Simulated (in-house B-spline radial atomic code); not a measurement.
**Au⁶⁵⁺: Hartree-Fock with and without relativity**

Wanted: relativistic shifts in Au⁶⁵⁺, shell by shell.

Program: in-house B-spline radial atomic code version 1. Level of theory: Hartree-Fock averaged over the configuration, non-relativistic (point nucleus) and Dirac-Coulomb (finite nucleus); spherical all-electron atom at the radial basis limit. These are calculated values, not measurements, unless marked.

### 1 What is computed

| Quantity | Value |
| --- | --- |
| element | gold (Z = 79) |
| charge | +65 |
| electrons | 14 |
| configuration | [Ne] 3s2 3p2 |
| nucleus | point (non-relativistic run); Fermi, rms radius 5.437 fm (Dirac runs) |

Outer shells as boxes (Hund's rule):

[Ne] 3s2 3p2
```
[Ne] core
3s [↑↓]
3p [↑ ][↑ ][  ]
```

The boxes draw the filling by Hund's rule, which heavy ions in jj coupling don't follow; these runs average over all states of the configuration.

### 2 Non-relativistic run

Input settings:

```ini
Z = 79
electrons = 14.0
configuration = [Ne] 3s2 3p2
hamiltonian = nr
method = hf
spin_polarised = False
```

### 3 Dirac-Coulomb run

Input settings:

```ini
Z = 79
electrons = 14.0
configuration = [Ne] 3s2 3p2
hamiltonian = dirac
method = hf
spin_polarised = False
nucleus = fermi
rms_radius = 5.4371
mass_number = 197
atomic_mass = 196.966570103
speed_of_light = 137.035999084
```

### 4 Dirac-Coulomb run in the lowest jj configuration, 1s2 2s2 2p6 3s2 3p-2

In configurations, a minus sign after the shell means j = l − 1/2 and a plus sign j = l + 1/2; the count of electrons follows.

Settings: those of step 3 with these lines changed.

```diff
@@ -2,3 +2,3 @@
 electrons = 14.0
-configuration = [Ne] 3s2 3p2
+configuration = 1s2 2s2 2p6 3s2 3p-2
 hamiltonian = dirac
```

Q: How much does each shell's level and mean radius change with the Dirac Hamiltonian, and the total energy?

The runs gave:

Levels and radii; the Dirac values are averaged over j with the occupations as weights.

| shell | ε non-rel. (eV) | ε Dirac (eV) | <r> non-rel. (bohr) | <r> Dirac (bohr) | change of <r> (%) |
| --- | --- | --- | --- | --- | --- |
| 1s | -79086.0 | -86839.8 | 0.01915 | 0.01686 | -11.99 |
| 2s | -17581.0 | -19787.3 | 0.07945 | 0.06949 | -12.54 |
| 2p | -17143.2 | -17963.9 | 0.06720 | 0.06273 | -6.66 |
| 3s | -7277.27 | -7965.35 | 0.1867 | 0.1693 | -9.30 |
| 3p | -7132.99 | -7446.62 | 0.1758 | 0.1667 | -5.18 |

What this shows: The Dirac run lies -1086.25 hartree (-8.4 %) from the non-relativistic one; the finite nucleus has a part in that. The first-order mass-velocity and Darwin terms of the non-relativistic run add up to -893.46 hartree, 82 % of it. 2s shrinks most on the average over j, by -12.54 %. Spin-orbit coupling splits the 3p level by 500.80 eV and the 2p level by 1887.29 eV. The lowest jj configuration lies 660.11 eV below the average over the whole configuration. Breit terms add 17.0 hartree and QED terms 14.4 hartree.
